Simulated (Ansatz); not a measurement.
Crystal: Cu3O2.

```
Cu O
1.0
    -2.02298    2.02298    3.67362
     2.02298   -2.02298    3.67362
     2.02298    2.02298   -3.67362
Cu O
3 2
Direct
  0.00000 0.00000 0.00000
  0.75000 0.25000 0.50000
  0.25000 0.75000 0.50000
  0.50000 0.00000 0.50000
  0.00000 0.50000 0.50000
```

The cell comes from a database or a generator and needn't be the stable form of this composition.

```yaml
Program: Ansatz 0.2.0
Task: single point
Functional: PBEsol
Potentials_or_basis: Ansatz PAW
Cutoff: "420 eV (not typed: the program's choice for these potentials)"
k_mesh: 9 × 9 × 9
Occupations: fermi-dirac, width 0.05 eV
Spin: no spin polarisation
```

On this cell: pressure -6.2 GPa; largest force under 0.003 eV/Å; band gap on the k mesh none (metal or under the smearing width).

The same run follows on a disturbed copy (atoms moved at random, drawn with an rms of 0.05 Å):

```xyz
5
Lattice="-2.0230 2.0230 3.6736 2.0230 -2.0230 3.6736 2.0230 2.0230 -3.6736" Properties=species:S:1:pos:R:3 pbc="T T T"
Cu    0.0593    0.0371   -0.0039
Cu    0.0112    1.9641    1.8003
Cu    2.0288    0.0310    1.8790
O    -0.0155    2.0425    0.0007
O     2.0125    0.0113    0.0417
```

Task: What does the disturbed cell give?

Result: The energy (extrapolated to zero smearing) moves by +15.6 meV/atom; pressure -5.4 GPa; largest force 1.223 eV/Å; band gap on the k mesh none (metal or under the smearing width).

Forces in eV/Å, atoms in the order of the input:
```
Cu  -0.541 -0.224  0.026
Cu   0.014  0.187  1.209
Cu   0.025 -0.035 -0.636
O    0.061  0.086  0.023
O    0.441 -0.014 -0.623
```

Stress tensor (GPa, compression positive):
```
-5.04 -0.07  0.10
-0.07 -3.69  0.10
 0.10  0.10 -7.55
```

Caveats: an odd number of electrons without spin polarisation forces a metal; a magnetic or distorted state may lie lower; the run has no spin polarisation, though such a crystal can be magnetic; semilocal functionals often make such compounds metallic where correlation or magnetic order opens a gap, which also shifts bond lengths; the PAW data sets come from PBE, with cores solved anew for the run's functional, which leaves a small shift of forces and pressure.
